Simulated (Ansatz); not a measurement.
# CH3FO (SMILES OCF) at MP2/STO-3G

Aim: the electronic atomisation energy of CH3FO at MP2/STO-3G, from 5 runs. 

Program for the calculation: Ansatz 0.2.0.

68 further runs of the same task are left out: 2 that didn't finish, 66 set aside as unsound or not needed.

**1. The structure to begin with**

The species is CH3FO (6 atoms), meant as a singlet with charge 0. SMILES: `OCF`. Geometry: relaxed at PBE0-D4/def2-TZVP. This is one conformer, not always the lowest.

Bond lengths: O1–C2 1.370 Å, C2–F3 1.381 Å, O1–H4 0.962 Å, C2–H5 1.096 Å, C2–H6 1.091 Å. Angles: O1–C2–F3 111.1°, O1–C2–H5 112.9°, O1–C2–H6 107.4°, F3–C2–H5 106.3°, F3–C2–H6 107.8°, C2–O1–H4 109.3°, H5–C2–H6 111.3°.

**2. The energy at MP2/STO-3G**

molecule.yaml reads:

```yaml
crystal:
  periodic: [false, false, false]
  atoms:
    - symbol: O
      position_ang: [-0.794000, -0.697200, -0.247400]
    - symbol: C
      position_ang: [0.250200, 0.049000, 0.230800]
    - symbol: F
      position_ang: [-0.094100, 1.383200, 0.323800]
    - symbol: H
      position_ang: [-0.928700, -0.495100, -1.178000]
    - symbol: H
      position_ang: [1.136800, 0.004900, -0.412500]
    - symbol: H
      position_ang: [0.472100, -0.308800, 1.237300]
basis:
  gaussian:
    orbitals: STO-3G
correlation:
  method: mp2
  frozen_orbitals: {C: 1, F: 1, H: 0, O: 1}
accuracy: high
```

Launch:

```
$ ansatz run molecule.yaml --threads 1 --pin off --max-ram 2610MiB --events-out events.jsonl --progress --plain --runs-dir runs
```

What it wrote:

```text
Warning: RAYON_NUM_THREADS=1 ignored (pool sized by the plan → 1); use --threads N
Functional definition: HF
  name "HF"
  exchange = exact_x
  correlation = 0
322 factors; integrals over basis functions are off by at most 3.3e-8 eV
mean field evaluation 1: about -5738.7733 eV, gradient 2.8e1 eV
mean field evaluation 2: about -5738.9329 eV, gradient 2.8e1 eV
mean field evaluation 4: about -5741.6672 eV, gradient 1.6e0 eV
mean field evaluation 8: about -5741.6778 eV, gradient 1.2e-5 eV
mean field -5741.67776127 eV, -211.0027658775 hartree, gradient 2.3e-8 eV, S^2 0.000000; 0 other end points of the search recorded, 0 dependent functions left out
3 core orbitals not correlated: weight in the atoms' cores, before any rotation towards them, 1.000 or more for the frozen orbitals, at most 0.000 for the correlated occupied ones
reference -5741.67776127 eV, -211.0027658775 hartree; 10, 10 occupied and 5, 5 virtual orbitals, 322 factors
second order -2.70431161 eV of doubles, -0.00000000 eV of singles
Total energy: -5744.38207288 eV, -211.1021474962 hartree
```

It took 0.1 s on 1 thread of Arm Neoverse V1, shared host.

**3. The C atom at the same level**

job.yaml reads:

```yaml
crystal:
  periodic: [false, false, false]
  atoms:
    - {symbol: C, position_ang: [0.000000, 0.000000, 0.000000]}
basis:
  gaussian:
    orbitals: STO-3G
magnetization:
  spin_polarized: true
  initial_magnetization: 2
correlation:
  method: mp2
  frozen_orbitals: {C: 1}
accuracy: high
```

Run the same way, it converges to -37.20823 Eh (log not shown).

**4. The F atom at the same level**

molecule.yaml reads:

```yaml
crystal:
  periodic: [false, false, false]
  atoms:
    - {symbol: F, position_ang: [0.000000, 0.000000, 0.000000]}
basis:
  gaussian: {orbitals: STO-3G}
total_charge: 0
magnetization: {spin_polarized: true, initial_magnetization: 1}
correlation: {method: mp2, frozen_orbitals: {F: 1}}
accuracy: high
```

Run the same way, it converges to -97.98651 Eh (log not shown).

**5. The H atom: the energy at UHF/STO-3G**

in.yaml reads:

```yaml
crystal:
  periodic: [false, false, false]
  atoms:
    - symbol: H
      position_ang: [0.000000, 0.000000, 0.000000]
basis:
  gaussian:
    orbitals: STO-3G
hamiltonian:
  xc: hf
magnetization:
  spin_polarized: true
  initial_magnetization: 1
accuracy: high
```

Launch:

```
$ ansatz run in.yaml --threads 1 --pin off --max-ram 2610MiB --events-out events.jsonl --progress --plain --runs-dir runs
```

What it wrote:

```text
Warning: RAYON_NUM_THREADS=1 ignored (pool sized by the plan → 1); use --threads N
[... 4 set-up lines as earlier in the session ...]
1 factors; integrals over basis functions are off by at most 4.6e-10 eV
mean field evaluation 1: about -12.6963 eV, gradient 0.0e0 eV
mean field evaluation 2: about -12.6963 eV, gradient 0.0e0 eV
mean field -12.69633895 eV, -0.4665818504 hartree, gradient 0.0e0 eV, S^2 0.750000; 0 other end points of the search recorded, 0 dependent functions left out
reference -12.69633895 eV, -0.4665818504 hartree; 1, 0 occupied and 0, 1 virtual orbitals, 1 factors
Total energy: -12.69633895 eV, -0.4665818504 hartree
```

It took 0.04 s on 1 thread of Arm Neoverse V1, shared host.

**6. The O atom**

molecule.yaml reads:

```yaml
basis:
  gaussian:
    orbitals: STO-3G
crystal:
  periodic: [false, false, false]
  atoms:
    - {symbol: O, position_ang: [0.000000, 0.000000, 0.000000]}
total_charge: 0
magnetization:
  spin_polarized: true
  initial_magnetization: 2
correlation:
  method: mp2
  frozen_orbitals: {O: 1}
accuracy: high
```

Run the same way, it converges to -73.80415 Eh (log not shown).

**7. Summary of results**

Level: MP2/STO-3G, 3 core orbitals frozen.

```
                                             quantity          value
                               molecule: total energy  -211.10215 Eh
molecule: correlation energy (3 core orbitals frozen)      -99.4 mEh
                                 C atom: total energy   -37.20823 Eh
   C atom: correlation energy (1 core orbital frozen)       -9.8 mEh
            C atom: ⟨S²⟩ of the reference determinant          2.000
                                 F atom: total energy   -97.98651 Eh
   F atom: correlation energy (1 core orbital frozen)        0.0 mEh
            F atom: ⟨S²⟩ of the reference determinant          0.750
                                 H atom: total energy    -0.46658 Eh
                                         H atom: ⟨S²⟩          0.750
                                 O atom: total energy   -73.80415 Eh
   O atom: correlation energy (1 core orbital frozen)        0.0 mEh
            O atom: ⟨S²⟩ of the reference determinant          2.000
                        electronic atomisation energy      19.144 eV
```

What this shows: Taking the molecule apart into free atoms costs 19.14 eV (441 kcal/mol), before zero-point energy and without spin-orbit coupling. In a minimal basis such a difference can be off by several eV, whatever the method.
